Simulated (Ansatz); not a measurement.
# C3H7BS: up Jacob's ladder to CCSD(T)

Aim: compute C3H7BS with functionals from several rungs and with coupled cluster. The yardstick is the atomisation energy at the CCSD(T) limit.

Program: Ansatz 0.2.0, Gaussian basis. Level of theory: functionals in def2-TZVPP, the program's frozen cores in correlated methods. These are calculated values, not measurements.

Plan: PBE-D4, r2SCAN-D4, PBE0-D4, B3LYP-D4, ωB97X-V, ωB97M-V, B2PLYP; CCSD(T)/def2-TZVPP; MP2/def2-QZVPP; extrapolation to the limit.

## Step 1: The relaxed structure

The geometry comes from an earlier relaxation with PBE0-D4 in a triple-zeta def2 set; it is a stationary point, not always the lowest conformer.

SMILES `CBC(C)=S`, 12 atoms, charge 0, spin multiplicity 1.

Atoms are counted from 1 here; the program's logs count them from 0.

Bond lengths: C1–B2 1.574 Å, C1–H6 1.098 Å, C1–H7 1.092 Å, C1–H8 1.093 Å, B2–C3 1.535 Å, B2–H9 1.201 Å, C3–C4 1.468 Å, C3–S5 1.630 Å, C4–H10 1.091 Å, C4–H11 1.096 Å, C4–H12 1.096 Å. Angles: B2–C1–H6 108.3°, B2–C1–H7 114.1°, B2–C1–H8 111.7°, H6–C1–H7 107.7°, H6–C1–H8 106.2°, H7–C1–H8 108.6°, C1–B2–C3 122.5°, C1–B2–H9 120.5°, C3–B2–H9 116.5°, B2–C3–C4 140.4°, B2–C3–S5 90.2°, C4–C3–S5 129.4°, C3–C4–H10 113.0°, C3–C4–H11 108.9°, C3–C4–H12 108.9°, H10–C4–H11 110.0°, H10–C4–H12 109.9°, H11–C4–H12 105.7°.

As a file:

```xyz
12
charge 0, multiplicity 1
C    -1.50067   -0.40533    1.08868
B    -0.53524    0.67293    0.46974
C     0.82200    0.30760   -0.14677
C     1.39877   -0.18175   -1.40530
S     1.56319    0.66745    1.25998
H    -2.32105   -0.57983    0.38018
H    -1.02413   -1.36768    1.28857
H    -1.96606   -0.04859    2.01084
H    -0.90087    1.80779    0.32465
H     2.48133   -0.30492   -1.35877
H     1.13449    0.51207   -2.21103
H     0.92534   -1.13485   -1.66687
```

## Step 2: PBE-D4 (GGA)

File in.yaml:

```yaml
crystal:
  periodic: [false, false, false]
  atoms:
    - {symbol: C, position_ang: [-1.500670, -0.405329, 1.088678]}
    - {symbol: B, position_ang: [-0.535240, 0.672935, 0.469736]}
    - {symbol: C, position_ang: [0.821996, 0.307601, -0.146770]}
    - {symbol: C, position_ang: [1.398772, -0.181748, -1.405303]}
    - {symbol: S, position_ang: [1.563186, 0.667454, 1.259980]}
    - {symbol: H, position_ang: [-2.321046, -0.579833, 0.380180]}
    - {symbol: H, position_ang: [-1.024131, -1.367680, 1.288573]}
    - {symbol: H, position_ang: [-1.966059, -0.048592, 2.010836]}
    - {symbol: H, position_ang: [-0.900869, 1.807792, 0.324651]}
    - {symbol: H, position_ang: [2.481329, -0.304924, -1.358771]}
    - {symbol: H, position_ang: [1.134486, 0.512074, -2.211028]}
    - {symbol: H, position_ang: [0.925343, -1.134852, -1.666865]}
basis:
  gaussian: {orbitals: def2-TZVPP}
hamiltonian: {xc: pbe, dispersion: d4}
output: {forces: true, orbitals: {seedname: orbitals}}
```

Command:

```bash
> ansatz run in.yaml --threads 4 --pin off --events-out ev --progress --plain --max-ram 10444MiB
```

The runs that follow: r2SCAN-D4 (meta-GGA); PBE0-D4 (hybrid); B3LYP-D4 (hybrid); ωB97X-V (range-separated); ωB97M-V (range-separated); B2PLYP (double hybrid); CCSD(T) in def2-TZVPP; MP2 in def2-QZVPP.

**Question.** What will the summary of the whole plan be? Wanted: atomisation energy, CCSD(T)/CBS; farthest; mean size of error, hybrid; mean size of error, range-separated; gap, smallest and largest; T1 diagnostic; triples share of the correlation energy.

The runs gave:

```
                               quantity                                value
        atomisation energy, CCSD(T)/CBS                        4629.1 kJ/mol
 functionals within 23.1 kJ/mol (0.5 %)                      ωB97X-V, B2PLYP
                               farthest               PBE-D4 (+140.8 kJ/mol)
             mean size of error, hybrid                          47.8 kJ/mol
    mean size of error, range-separated                          27.7 kJ/mol
              gap, smallest and largest  2.72 eV (PBE-D4), 9.22 eV (ωB97X-V)
                          T1 diagnostic                               0.0178
triples share of the correlation energy                                4.6 %
```

In words: PBE-D4 misses by +140.8 kJ/mol. Double hybrids carry the basis error of their MP2 part in triple zeta, and no dispersion term here, so their miss is partly the set-up's. Misses under about 23.1 kJ/mol are within the doubt on the reference itself, which lacks core-valence correlation, relativity and higher excitations. Hartree-Fock recovers 75 % of the binding; the rest is correlation. Orbital gaps span 2.7 to 9.2 eV; exact exchange widens them.
